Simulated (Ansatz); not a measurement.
What does this script print? It uses Ansatz 0.2.0, Python API.

`ch5alsesi_bend.py`
```python
'''Energy of CH5AlSeSi against one bond angle.'''

import ansatz as az
from ase import Atoms

atoms = Atoms(['Se', 'Si', 'C', 'Al', 'H', 'H', 'H', 'H', 'H'], positions=[
    [0.0154, 1.2358, -2.2954],
    [0.736, 0.7209, -0.2346],
    [0.2262, -1.0225, 0.1873],
    [-0.8819, 0.0568, 1.3132],
    [-1.4411, 0.7844, -1.9608],
    [2.1637, 0.95, 0.0645],
    [1.0663, -1.5747, 0.7668],
    [-0.1848, -1.554, -0.6415],
    [-1.6113, 0.3571, 2.7833],
])

# relax first, so that the scan starts from a minimum
first = (
    az.Crystal.molecule_from_ase(atoms).calculation()
    .basis(gaussian='def2-SVP')
    .functional('pbe')
    .relax(force_tolerance=0.02, max_steps=80)
)
atoms.positions = first.run().report['positions_ang']

rows = []
for angle in [85, 95, 105, 115, 125, 140, 160]:
    bent = atoms.copy()
    bent.set_angle(1, 0, 4, angle, indices=[4])
    model = (
        az.Crystal.molecule_from_ase(bent).calculation()
        .basis(gaussian='def2-SVP')
        .functional('pbe')
    )
    rows.append((angle, model.run().report['free_energy_ev']))
floor = min(e for _, e in rows)
for angle, e in rows:
    print(f'angle Si1-Se0-H4 = {angle:3d} deg   {1000 * (e - floor):9.1f} meV')
```

```console
$ python ch5alsesi_bend.py
angle Si1-Se0-H4 =  85 deg        36.9 meV
angle Si1-Se0-H4 =  95 deg         0.0 meV
angle Si1-Se0-H4 = 105 deg        62.2 meV
angle Si1-Se0-H4 = 115 deg       216.5 meV
angle Si1-Se0-H4 = 125 deg       451.3 meV
angle Si1-Se0-H4 = 140 deg       917.2 meV
angle Si1-Se0-H4 = 160 deg      1600.0 meV
```

The scan is rigid, and the energies are electronic, in a modest basis. The zero is the lowest point of the grid, which needn't be the minimum. Run time: 110 s on 1 thread of Arm Neoverse V1, on a shared host, peak memory 0.23 GiB.
